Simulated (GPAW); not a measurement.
IrPt3:

```
Pt Ir
1.0
     3.95125    0.00000    0.00000
     0.00000    3.95125    0.00000
     0.00000    0.00000    3.95125
Pt Ir
3 1
Direct
  0.50000 0.50000 0.00000
  0.50000 0.00000 0.50000
  0.00000 0.50000 0.50000
  0.00000 0.00000 0.00000
```

The cell comes from a database or a generator and needn't be the stable form of this composition.

| Property | Result |
| --- | --- |
| Program | GPAW 26.7.0 |
| Task | relaxation of cell and atoms |
| Functional | PBEsol |
| Dispersion | D3(BJ) |
| Potentials or basis | PAW data sets generated in the run's folder for this functional |
| Cutoff | 600 eV |
| Basis | pw |
| k mesh | 6 × 6 × 6 |
| Occupations | fermi-dirac, width 0.05 eV |
| Spin | no spin polarisation |

At the start: pressure -19.4 GPa; volume 15.42 Å³/atom.

Q: How do energy, volume and symmetry change on relaxing?

A: Over 4 steps the energy falls by 67.5 meV/atom and the volume is 14.39 Å³/atom (-6.7 %); space group Pm-3m (No. 221, to 0.05 Å).

Step by step:
```csv
step,energy change (eV),largest force (eV/Å),pressure (GPa),volume (Å³)
1,0.0000,0.0000,-19.37,61.69
2,-0.1297,0.0000,-14.55,60.47
3,-0.2674,0.0000,2.12,57.19
4,-0.2698,0.0000,-0.17,57.57
```

Final structure:
```
CELL_PARAMETERS angstrom
3.86137 0.00000 0.00000
0.00000 3.86137 0.00000
0.00000 0.00000 3.86137
ATOMIC_POSITIONS crystal
Pt 0.50000 0.50000 0.00000
Pt 0.50000 0.00000 0.50000
Pt 0.00000 0.50000 0.50000
Ir 0.00000 0.00000 0.00000
```

Caveat: later steps reuse the first step's grids; pairwise dispersion overbinds metals, which lowers pressure and volume.
